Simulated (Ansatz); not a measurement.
# ClFH3NSi: how energies converge with the basis set

How large a basis does ClFH3NSi need? Two functionals and correlated methods are run in growing sets.

Method: one geometry, several basis sets; program: Ansatz 0.2.0, Gaussian basis.

Plan: PBE0-D4/def2-SVP; ωB97M-V/def2-SVP; PBE0-D4/def2-QZVPP; CCSD(T)/cc-pV(D+d)Z; MP2/cc-pV(T+d)Z; CCSD(T)/cc-pV(Q+d)Z; the functionals' def2-TZVPP values are taken from earlier runs.

3 further runs of the same task are left out: 1 for a known fault of the program, 2 that didn't finish.

### Step 1. The relaxed structure

The geometry comes from an earlier relaxation with PBE0-D4 in a triple-zeta def2 set; it is a stationary point, not always the lowest conformer.

SMILES `N[SiH](F)Cl`, 7 atoms, charge 0, spin multiplicity 1.

Atoms are counted from 1 here; the program's logs count them from 0.

Bond lengths: N1–Si2 1.685 Å, N1–H5 1.006 Å, N1–H6 1.006 Å, Si2–F3 1.593 Å, Si2–Cl4 2.039 Å, Si2–H7 1.471 Å. Angles: Si2–N1–H5 122.2°, Si2–N1–H6 121.7°, H5–N1–H6 112.7°, N1–Si2–F3 114.5°, N1–Si2–Cl4 107.9°, N1–Si2–H7 110.7°, F3–Si2–Cl4 105.8°, F3–Si2–H7 106.2°, Cl4–Si2–H7 111.6°.

### Step 2. PBE0-D4 in def2-SVP

File in.yaml:

```yaml
crystal:
  periodic: [false, false, false]
  atoms:
    - {symbol: N, position_ang: [-0.717215, -0.734698, -0.309910]}
    - {symbol: Si, position_ang: [0.501499, 0.342949, 0.130396]}
    - {symbol: F, position_ang: [0.745125, 0.460347, 1.700749]}
    - {symbol: Cl, position_ang: [-0.054262, 2.205187, -0.486881]}
    - {symbol: H, position_ang: [-1.691045, -0.482875, -0.285664]}
    - {symbol: H, position_ang: [-0.573885, -1.730724, -0.293548]}
    - {symbol: H, position_ang: [1.789773, -0.060185, -0.455132]}
basis:
  gaussian: {orbitals: def2-SVP}
hamiltonian: {xc: pbe0, dispersion: d4}
output: {orbitals: {seedname: orbitals}}
```

Launch:

```bash
> ansatz run in.yaml --threads 2 --pin off --events-out ev --progress --plain --max-ram 32768MiB --backend cpu
```

After this run come: ωB97M-V in def2-SVP; PBE0-D4 in def2-QZVPP; CCSD(T) in cc-pV(D+d)Z; MP2 in cc-pV(T+d)Z; CCSD(T) in cc-pV(Q+d)Z.

**Question.** What will the summary of the whole plan be? Wanted: PBE0-D4: double and triple zeta above quadruple.

As calculated:

| quantity | value |
| --- | --- |
| PBE0-D4: double and triple zeta above quadruple | 13.64, 0.90 eV |

**Reading.** PBE0-D4 gains 12.73 eV from double to triple zeta, then 0.90 eV more. These are total energies; as a rule much of such shifts cancels in differences, which this series doesn't test.
